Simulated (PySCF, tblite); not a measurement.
# C₇H₁₁BN₂: geometry, infrared bands and NMR shifts

Wanted: the infrared bands and NMR shifts of C₇H₁₁BN₂ (`CC#[N+][B@@H-](C)C/C=C/C#N`), by calculation.

The runs use tblite 0.8.0 and PySCF 2.14.0, with density-fitted response routines of our own; the level of theory stands in each step. All values are computed, except where a source is named. Atoms are numbered from 0 throughout.

**1. Starting geometry**

21 atoms, charge 0, multiplicity 1; geometry from: force field or distance geometry start.

Bonds of the start (Å): C0–C1 1.48, C1–N2 1.16, N2–B3 1.49, B3–C4 1.60, B3–C5 1.56, C5–C6 1.47, C6–C7 1.34, C7–C8 1.44, C8–N9 1.17, C0–H10 1.09, C0–H11 1.11, C0–H12 1.13, B3–H13 1.21, C4–H14 1.09, C4–H15 1.11, C4–H16 1.12, C5–H17 1.11, C5–H18 1.11, C6–H19 1.10, C7–H20 1.08.

**2. Relaxing the molecule with GFN2-xTB**

Job settings and geometry (Å):

```
{"job": {"kind": "relax", "xc": "GFN2-xTB", "basis": "xTB"}, "charge": 0, "multiplicity": 1}
C      2.809500     1.930800    -0.300700
C      1.914500     0.753400    -0.212500
N      1.250900    -0.191500    -0.134000
B      0.388500    -1.400400    -0.069100
C      0.467400    -1.933500     1.435400
C     -1.041000    -1.102000    -0.617900
C     -1.823700    -0.094800     0.103400
C     -2.267100     1.040600    -0.453600
C     -3.037300     1.956600     0.343000
N     -3.683100     2.700100     0.980100
H      2.355900     2.599700    -1.038900
H      3.823500     1.613600    -0.626000
H      2.949300     2.408600     0.712400
H      0.897800    -2.265700    -0.743700
H     -0.203200    -1.441000     2.143300
H      0.432800    -3.047600     1.462400
H      1.510500    -1.684900     1.774100
H     -0.990200    -0.775300    -1.676800
H     -1.639300    -2.041200    -0.597600
H     -2.060200    -0.266600     1.162500
H     -2.064300     1.258000    -1.491500
```

On the command line:

```
$ OMP_NUM_THREADS=1 python probes_run.py task.json out
```

This one command runs all jobs of the session in turn.

**Question.** This job is followed by: GFN2-xTB harmonic vibrations, gas phase; GIAO PBE0/pcSseg-1 NMR shielding, non-relativistic, gas phase. What will the session give for the following? strongest single infrared mode (GFN2-xTB); zero-point energy (GFN2-xTB); 13C shifts against TMS (PBE0/pcSseg-1); 1H shifts against TMS (PBE0/pcSseg-1, means over atoms taken as alike); 15N shifts against NH3 (PBE0/pcSseg-1); 11B shifts against BF3·OEt2 (PBE0/pcSseg-1).

As calculated:

```
                                                              quantity                                          value
                             strongest single infrared mode (GFN2-xTB)                          2350 cm⁻¹, 275 km/mol
                                          zero-point energy (GFN2-xTB)                                 103.3 kcal/mol
                                13C shifts against TMS (PBE0/pcSseg-1)  179.3, 126.5, 123.7, 94.7, 43.0, 7.8, 2.8 ppm
1H shifts against TMS (PBE0/pcSseg-1, means over atoms taken as alike)  7.22, 4.37, 2.87, 2.41, 2.30, 1.51, -0.16 ppm
                                15N shifts against NH3 (PBE0/pcSseg-1)                               304.8, 239.7 ppm
                           11B shifts against BF3·OEt2 (PBE0/pcSseg-1)                                      -24.0 ppm
```

What this shows: The optimisation took 221 steps and gained 0.644 eV; among the close pairs (by a distance rule), B3–C5 changed most, from 1.560 to 1.701 Å. All 57 modes are real, so the xTB geometry is a minimum. GFN2-xTB is a fitted tight-binding method: band positions and strengths are rough. Its intensities can rank the bands wrongly. At PBE0/pcSseg-1: The largest span, 435 ppm, is at N9, where the paramagnetic term is -379 ppm.
